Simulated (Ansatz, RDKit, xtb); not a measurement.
# C3H2F2N2: ranking a sample of isomers

A sample of isomers of C3H2F2N2 is drawn. Aim: find which of them has the lowest free energy at 298.15 K, then its properties. The sample is small against all isomers, and the most stable one of this formula need not be in it.

The funnel: GFN2-xTB relaxations, single points with a density functional, relaxations at PBE0-D3(BJ)/def2-SVP, harmonic vibrations, and a last energy at a higher level. All values are calculated.

## Step 1: Possible bonding patterns

Isomers were taken from a list of plausible structures; this is a sample, not all of them. That gives 3 candidates.

```tsv
label	SMILES	spin
c110	Fc1cnc(F)[nH]1	singlet
c294	Fc1c[nH]c(F)n1	singlet
c749	Fc1nc[nH]c1F	singlet
```

Candidates are built by distance geometry, with a force field where one applies, in up to four conformers (letters a to d).

**Question.** With final energies at CCSD(T)/def2-SVP + MP2/def2-TZVPP - MP2/def2-SVP, which structure will this search put lowest in free energy, and by what margin?

| quantity | value |
| --- | --- |
| lowest structure found | Fc1c[nH]c(F)n1, singlet, Cs |
| next finalist | Fc1cnc(F)[nH]1, singlet, 4.4 kcal/mol higher in G |
| share at equilibrium, among the finalists | 99.9 % |
| harmonic wavenumbers, lowest and highest (PBE0-D3(BJ)/def2-SVP) | 248 and 3692 cm⁻¹ |
| rotational constants, same geometry | 0.244, 0.07022, 0.05453 cm⁻¹ |

The search ends on `Fc1c[nH]c(F)n1`. The margin of 4.4 kcal/mol over the next finalist is beyond the usual error of the last level; it says nothing of structures that weren't ranked. GFN2-xTB, HF/STO-3G, r2SCAN-D4/def2-SVP, PBE0-D3(BJ)/def2-SVP, HF/def2-SVP and MP2/def2-SVP already put its bonding pattern lowest among the structures in one piece. The search is not exhaustive (a finite list of starts, one conformer a finalist), so a lower isomer can't be ruled out. Only 3 drawn patterns were tried, so whole families of isomers are missing, and the result ranks this sample alone. The lowest isomer need not be the one that is made and kept in a bottle, which depends on barriers.
